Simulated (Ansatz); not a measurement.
# Ga2O3: the cost of one run

Computed with Ansatz 0.2.0 (DFT PBE, scalar-relativistic, plane waves, PAW, unless a step's input says otherwise).

The COD cell was measured well above room temperature, so it is larger than a cold one.

1 further run of the same task is left out (set aside as unsound or not needed).

**1. The structure to begin with**

Symmetry: R-3c, No. 167, trigonal system. The conventional cell has a = 4.999 Å, b = 4.999 Å, c = 13.501 Å, α = 90.00°, β = 90.00°, γ = 120.00°. Ga (site symmetry 3) has 6 O at 1.93 to 2.08 Å as nearest neighbours. O (site symmetry 2) has 4 Ga at 1.93 to 2.08 Å as nearest neighbours.

Coordinates:

```cif
data_structure
_symmetry_space_group_name_H-M 'R-3c:H'
_symmetry_Int_Tables_number 167
_cell_length_a 4.9995
_cell_length_b 4.9995
_cell_length_c 13.5010
_cell_angle_alpha 90.000
_cell_angle_beta 90.000
_cell_angle_gamma 120.000
_cell_volume 292.24
loop_
_atom_site_label
_atom_site_type_symbol
_atom_site_symmetry_multiplicity
_atom_site_Wyckoff_symbol
_atom_site_fract_x
_atom_site_fract_y
_atom_site_fract_z
_atom_site_occupancy
Ga1 Ga 12 c 0.66667 0.33333 0.18929 1
O1 O 18 e 0.63593 0.66667 0.41667 1
```

**2. The listed cell**

File input.yaml:

```yaml
crystal:
  lattice:
    - [2.499725, 1.4432169017, 4.5003166667]
    - [-2.499725, 1.4432169017, 4.5003166667]
    - [0.0, -2.8864338033, 4.5003166667]
  atoms:
    - { symbol: Ga, position: [0.35596, 0.35596, 0.35596] }
    - { symbol: Ga, position: [0.14404, 0.14404, 0.14404] }
    - { symbol: Ga, position: [0.64404, 0.64404, 0.64404] }
    - { symbol: Ga, position: [0.85596, 0.85596, 0.85596] }
    - { symbol: O, position: [0.5526, 0.9474, 0.25] }
    - { symbol: O, position: [0.25, 0.5526, 0.9474] }
    - { symbol: O, position: [0.9474, 0.25, 0.5526] }
    - { symbol: O, position: [0.4474, 0.0526, 0.75] }
    - { symbol: O, position: [0.75, 0.4474, 0.0526] }
    - { symbol: O, position: [0.0526, 0.75, 0.4474] }
basis:
  ecutwfc: 420
  ecutrho_ratio: 4
kpoints:
  mp_grid: { grid: [6, 6, 6] }
hamiltonian:
  xc: pbe
scf:
  occupations: { method: gaussian, width: 0.05 }
output:
  forces: true
  stress: true
  eigenvalues: true
relax:
  f_tol: 0.01
  max_steps: 40
  cell: { stress_tol: 0.1, fix: [volume] }
```

Launch:

```console
> ansatz run input.yaml --threads 4 --pin off --max-ram 10240MiB --backend cpu --events-out ev --progress --plain --runs-dir out
```

What time and memory should one allow on 4 threads of Arm Neoverse V1, shared host?

About 11 s, with a peak of 0.52 GiB.
